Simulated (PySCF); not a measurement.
# Ge2H9NSi: the cost of one run

Computed with PySCF 2.14.0, with density-fitted response routines of our own, on a single molecule in the gas phase. Atoms count from 0, in the outputs and in this text.

## 1. Starting geometry

13 atoms, charge 0, multiplicity 1; geometry from: GFN2-xTB. The atoms were then displaced at random by about 0.01 Å, so the start is not that level's minimum.

Bonds of the start (Å): N0–Si1 1.70, Si1–Ge2 2.33, Ge2–Ge3 2.42, N0–H4 1.02, N0–H5 1.04, Si1–H6 1.46, Si1–H7 1.45, Ge2–H8 1.50, Ge2–H9 1.53, Ge3–H10 1.52, Ge3–H11 1.48, Ge3–H12 1.52.

## 2. Relaxing the molecule at PBE0-D3(BJ)/def2-SVP

What the job is given:

```
{"job": {"xc": "PBE0", "basis": "def2-SVP", "d3": "d3bj", "grid": 1, "shake": 0.01, "kind": "geom"}, "charge": 0, "multiplicity": 1}
N     -1.868350     0.930590    -0.229860
Si    -1.679750    -0.754470    -0.199330
Ge     0.613830    -1.061110    -0.474570
Ge     2.136670     0.742670     0.067180
H     -1.381760     1.499710    -0.918250
H     -2.812280     1.349440    -0.103800
H     -2.404200    -1.513990    -1.217550
H     -2.139740    -1.163830     1.114360
H      1.010700    -1.477040    -1.855200
H      1.135490    -2.265540     0.312390
H      1.848090     1.352210     1.427950
H      3.577600     0.419840     0.082450
H      1.969530     1.924620    -0.877340
```

Started as:

```
> OMP_NUM_THREADS=1 python probes_run.py task.json out
```

This one command runs all jobs of the session in turn.

**Question.** How long does this first job take on 1 thread of Arm Neoverse V2, shared host, and how much memory does it need?

About 1.8 min, with a peak of 0.67 GiB.
